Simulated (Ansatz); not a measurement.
# CH5BCl2Se: one species, many methods

How much do the methods differ for CH5BCl2Se? The plan is to run it at one geometry with functionals of several rungs and with coupled cluster, and see how far each lands from CCSD(T) at the basis-set limit for the atomisation energy.

Computed with Ansatz 0.2.0, Gaussian basis. Level: functionals in def2-TZVPP, the program's frozen cores in correlated methods.

The runs, in order: LDA (SPW92), PBE-D4, revPBE-D4, BLYP-D4, r2SCAN-D4, B97M-V, PBE0-D4, B3LYP-D4, r2SCANh-D4, r2SCAN0-D4, HSE06-D4, BHLYP-D4, CAM-B3LYP-D4, LC-ωPBE, ωB97X-V, ωB97M-V, B2PLYP, PBE-QIDH; CCSD(T)/def2-SVP; CCSD(T)/def2-TZVPP; MP2/def2-QZVPP; extrapolation to the limit; RPA on PBE.

**1. Structure used throughout**

An earlier PBE0-D4 in a triple-zeta def2 set relaxation fixed the geometry.

10 atoms, charge 0, spin multiplicity 1.

Atoms are counted from 1 here; the program's logs count them from 0.

Bond lengths: C1–B2 1.551 Å, C1–H6 1.090 Å, C1–H7 1.098 Å, C1–H8 1.090 Å, B2–Cl3 1.757 Å, B2–Cl4 1.756 Å, Se5–H9 1.467 Å, Se5–H10 1.466 Å. Angles: B2–C1–H6 112.4°, B2–C1–H7 107.7°, B2–C1–H8 112.2°, H6–C1–H7 107.2°, H6–C1–H8 109.9°, H7–C1–H8 107.1°, C1–B2–Cl3 121.3°, C1–B2–Cl4 121.2°, Cl3–B2–Cl4 117.2°, H9–Se5–H10 91.2°.

Geometry (Å):

```xyz
10

C    -1.0173   -1.1206    0.2163
B     0.3637   -0.8870   -0.4493
Cl    1.8543   -1.0257    0.4695
Cl    0.5085   -0.6510   -2.1837
Se    0.1671    2.5135    0.0853
H    -1.0200   -0.8517    1.2730
H    -1.2408   -2.1939    0.1543
H    -1.8195   -0.5952   -0.3027
H     0.8560    2.4228    1.3771
H     1.4312    2.3377   -0.6368
```

**2. LDA**

This LDA is Slater exchange with PW92 correlation.

Input file in.yaml:

```yaml
crystal:
  periodic: [false, false, false]
  atoms:
    - {symbol: C, position_ang: [-1.017271, -1.120576, 0.216347]}
    - {symbol: B, position_ang: [0.363655, -0.887008, -0.449332]}
    - {symbol: Cl, position_ang: [1.854278, -1.025702, 0.469515]}
    - {symbol: Cl, position_ang: [0.508500, -0.650982, -2.183716]}
    - {symbol: Se, position_ang: [0.167109, 2.513478, 0.085257]}
    - {symbol: H, position_ang: [-1.020036, -0.851722, 1.273039]}
    - {symbol: H, position_ang: [-1.240796, -2.193940, 0.154291]}
    - {symbol: H, position_ang: [-1.819530, -0.595238, -0.302738]}
    - {symbol: H, position_ang: [0.855996, 2.422757, 1.377141]}
    - {symbol: H, position_ang: [1.431194, 2.337732, -0.636802]}
basis:
  gaussian: {orbitals: def2-TZVPP}
hamiltonian: {xc: lda}
output: {orbitals: {seedname: orbitals}}
```

Launch:

```sh
ansatz run in.yaml --threads 4 --pin off --events-out ev --progress --plain --max-ram 10444MiB
```

Further steps of the session: PBE-D4 (GGA); revPBE-D4 (GGA); BLYP-D4 (GGA); r2SCAN-D4 (meta-GGA); B97M-V (meta-GGA); PBE0-D4 (hybrid); B3LYP-D4 (hybrid); r2SCANh-D4 (hybrid); r2SCAN0-D4 (hybrid); HSE06-D4 (hybrid); BHLYP-D4 (hybrid); CAM-B3LYP-D4 (range-separated); LC-ωPBE (range-separated); ωB97X-V (range-separated); ωB97M-V (range-separated); B2PLYP (double hybrid); PBE-QIDH (double hybrid); CCSD(T) in def2-SVP; CCSD(T) in def2-TZVPP; MP2 in def2-QZVPP; RPA on PBE orbitals.

Before running them: what should the planned runs give, taken together? Wanted: atomisation energy, CCSD(T)/CBS; farthest beyond LDA; mean size of error, GGA; mean size of error, meta-GGA; mean size of error, hybrid; mean size of error, range-separated; mean size of error, double hybrid; gap, smallest and largest; T1 diagnostic.

The runs gave:

| quantity | value |
| --- | --- |
| atomisation energy, CCSD(T)/CBS | 789.0 kcal/mol |
| functionals within 7.9 kcal/mol (1.0 %) | revPBE-D4, BLYP-D4, r2SCAN-D4, PBE0-D4, B3LYP-D4, r2SCANh-D4, r2SCAN0-D4, HSE06-D4, CAM-B3LYP-D4, ωB97X-V, ωB97M-V, PBE-QIDH |
| farthest beyond LDA | BHLYP-D4 (-19.7 kcal/mol) |
| mean size of error, GGA | 7.9 kcal/mol |
| mean size of error, meta-GGA | 8.2 kcal/mol |
| mean size of error, hybrid | 6.1 kcal/mol |
| mean size of error, range-separated | 3.9 kcal/mol |
| mean size of error, double hybrid | 6.1 kcal/mol |
| gap, smallest and largest | 4.01 eV (LDA (SPW92)), 11.20 eV (LC-ωPBE) |
| T1 diagnostic | 0.0098 |
| triples share of the correlation energy | 3.9 % |

The LDA atomisation energy is off by 111.9 kcal/mol (14 %): it overbinds. PBE-D4 misses by +14.8 kcal/mol. Double hybrids carry the basis error of their MP2 part in triple zeta, and no dispersion term here, so their miss is partly the set-up's. The rungs range-separated, double hybrid, hybrid miss on average by less than the doubt on the reference (7.9 kcal/mol), so they tie. The reference freezes the cores and leaves out relativity and excitations past (T), and its outer-core shells are covered unevenly, so misses under about 7.9 kcal/mol can't be ranked. All levels share the lack of spin-orbit coupling, which lowers the free heavy atoms and so the true binding. Hartree-Fock recovers 75 % of the binding; the rest is correlation. CCSD(T) in def2-SVP is off by -37.6 kcal/mol, more than most functionals: a good method in a small basis is no reference. The gap grows from 4.0 to 11.2 eV across the functionals, mostly with the share of exact exchange. Correlated methods include outer-core shells of Se, which these sets cover unevenly.
